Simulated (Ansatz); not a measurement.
# CdClHS: small, medium and large basis sets

The task here is to estimate one member of a computed series from the others.

Method: one geometry, several basis sets; program: Ansatz 0.2.0, Gaussian basis.

The runs, in order: PBE0-D4/def2-SVP; ωB97M-V/def2-SVP; PBE0-D4/def2-QZVPP; ωB97M-V/def2-QZVPP; the functionals' def2-TZVPP values are taken from earlier runs.

## The relaxed structure

All runs share one geometry, relaxed beforehand with PBE0-D4 in a triple-zeta def2 set. Cd takes the def2 core potential; no spin-orbit term is included.

SMILES `[SH][Cd][Cl]`, 4 atoms, charge 0, spin multiplicity 1.

Atoms are counted from 1 here; the program's logs count them from 0.

Bond lengths: S1–Cd2 2.324 Å, S1–H4 1.345 Å, Cd2–Cl3 2.278 Å. Angles: Cd2–S1–H4 93.2°, S1–Cd2–Cl3 179.2°.

Set-up of the first run:

File in.yaml:

```yaml
crystal:
  periodic: [false, false, false]
  atoms:
    - {symbol: S, position_ang: [-1.648814, 0.212512, -0.478575]}
    - {symbol: Cd, position_ang: [0.420287, -0.458833, 0.339283]}
    - {symbol: Cl, position_ang: [2.433893, -1.144118, 1.154027]}
    - {symbol: H, position_ang: [-1.149866, 1.330139, -1.035036]}
basis:
  gaussian: {orbitals: def2-SVP}
hamiltonian: {xc: pbe0, dispersion: d4}
output: {orbitals: {seedname: orbitals}}
```

Steps of the session up to this table: PBE0-D4 in def2-SVP; ωB97M-V in def2-SVP; PBE0-D4 in def2-QZVPP; ωB97M-V in def2-QZVPP.

One table of the session follows, with a row left open; its other results are not shown here.

It belongs to the step «Density functionals: the series». 

```
functional       basis  HOMO (eV)  LUMO (eV)
   PBE0-D4    def2-SVP      -7.42      -1.62
   PBE0-D4  def2-TZVPP      -7.60      -1.77
   PBE0-D4  def2-QZVPP      -7.63      -1.82
   ωB97M-V    def2-SVP      -9.55       0.23
   ωB97M-V  def2-TZVPP          ?          ?
   ωB97M-V  def2-QZVPP      -9.81      -0.20
```

Estimate the missing values for ωB97M-V, def2-TZVPP.

As computed: HOMO (eV): -9.77; LUMO (eV): 0.01. In the column «HOMO (eV)» it lies between ωB97M-V, def2-QZVPP (-9.81) and ωB97M-V, def2-SVP (-9.55).
